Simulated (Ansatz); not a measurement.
# CH₆ClFSi₂: small, medium and large basis sets

An exercise on one series of results from a longer session: the logs are not shown, and one member is left open.

Method: one geometry, several basis sets; program: Ansatz 0.2.0, Gaussian basis.

Plan: PBE0-D4/def2-SVP; ωB97M-V/def2-SVP; PBE0-D4/def2-QZVPP; ωB97M-V/def2-QZVPP; the functionals' def2-TZVPP values are taken from earlier runs.

## The geometry

All runs share one geometry, relaxed beforehand with PBE0-D4 in a triple-zeta def2 set.

SMILES `F[SiH2]C[SiH2]Cl`, 11 atoms, charge 0, spin multiplicity 1.

Atoms are counted from 1 here; the program's logs count them from 0.

Bond lengths: F1–Si2 1.602 Å, Si2–C3 1.857 Å, Si2–H6 1.483 Å, Si2–H7 1.483 Å, C3–Si4 1.860 Å, C3–H8 1.096 Å, C3–H9 1.096 Å, Si4–Cl5 2.058 Å, Si4–H10 1.482 Å, Si4–H11 1.482 Å. Angles: F1–Si2–C3 109.1°, F1–Si2–H6 107.5°, F1–Si2–H7 107.5°, C3–Si2–H6 111.2°, C3–Si2–H7 111.1°, H6–Si2–H7 110.3°, Si2–C3–Si4 116.0°, Si2–C3–H8 108.5°, Si2–C3–H9 108.5°, Si4–C3–H8 108.0°, Si4–C3–H9 108.1°, H8–C3–H9 107.4°, C3–Si4–Cl5 109.7°, C3–Si4–H10 111.1°, C3–Si4–H11 111.1°, Cl5–Si4–H10 107.4°, Cl5–Si4–H11 107.4°, H10–Si4–H11 109.9°.

As a file:

```
F    -2.79041   -0.88964    0.26457
Si   -1.44606   -0.53557   -0.53069
C    -0.15359    0.02135    0.68074
Si    1.50019    0.47353   -0.04041
Cl    2.77685    1.05873    1.46411
H    -1.77073    0.53985   -1.49905
H    -1.01555   -1.76098   -1.24677
H     0.00317   -0.77839    1.41355
H    -0.53759    0.89265    1.22336
H     1.37868    1.60834   -0.98606
H     2.12034   -0.68688   -0.72276
```

Set-up of the first run:

in.yaml

```yaml
crystal:
  periodic: [false, false, false]
  atoms:
    - {symbol: F, position_ang: [-2.790409, -0.889636, 0.264569]}
    - {symbol: Si, position_ang: [-1.446065, -0.535567, -0.530686]}
    - {symbol: C, position_ang: [-0.153592, 0.021346, 0.680737]}
    - {symbol: Si, position_ang: [1.500193, 0.473533, -0.040408]}
    - {symbol: Cl, position_ang: [2.776852, 1.058731, 1.464110]}
    - {symbol: H, position_ang: [-1.770733, 0.539855, -1.499048]}
    - {symbol: H, position_ang: [-1.015554, -1.760982, -1.246767]}
    - {symbol: H, position_ang: [0.003174, -0.778389, 1.413552]}
    - {symbol: H, position_ang: [-0.537587, 0.892653, 1.223357]}
    - {symbol: H, position_ang: [1.378683, 1.608335, -0.986057]}
    - {symbol: H, position_ang: [2.120338, -0.686879, -0.722760]}
basis:
  gaussian: {orbitals: def2-SVP}
hamiltonian: {xc: pbe0, dispersion: d4}
output: {orbitals: {seedname: orbitals}}
```

Among the steps run: PBE0-D4 in def2-SVP; ωB97M-V in def2-SVP; PBE0-D4 in def2-QZVPP; ωB97M-V in def2-QZVPP.

One table of the session follows, with a row left open; its other results are not shown here.

It belongs to the step «Functionals by basis». 

| functional | basis | HOMO (eV) |
| --- | --- | --- |
| PBE0-D4 | def2-SVP | -8.78 |
| PBE0-D4 | def2-TZVPP | -8.89 |
| PBE0-D4 | def2-QZVPP | -8.92 |
| ωB97M-V | def2-SVP | -10.95 |
| ωB97M-V | def2-TZVPP | -11.10 |
| ωB97M-V | def2-QZVPP | ? |

Q: Estimate the row for ωB97M-V, def2-QZVPP from the others.

**Answer.** HOMO (eV): -11.13. In the column «HOMO (eV)» it is the lowest.
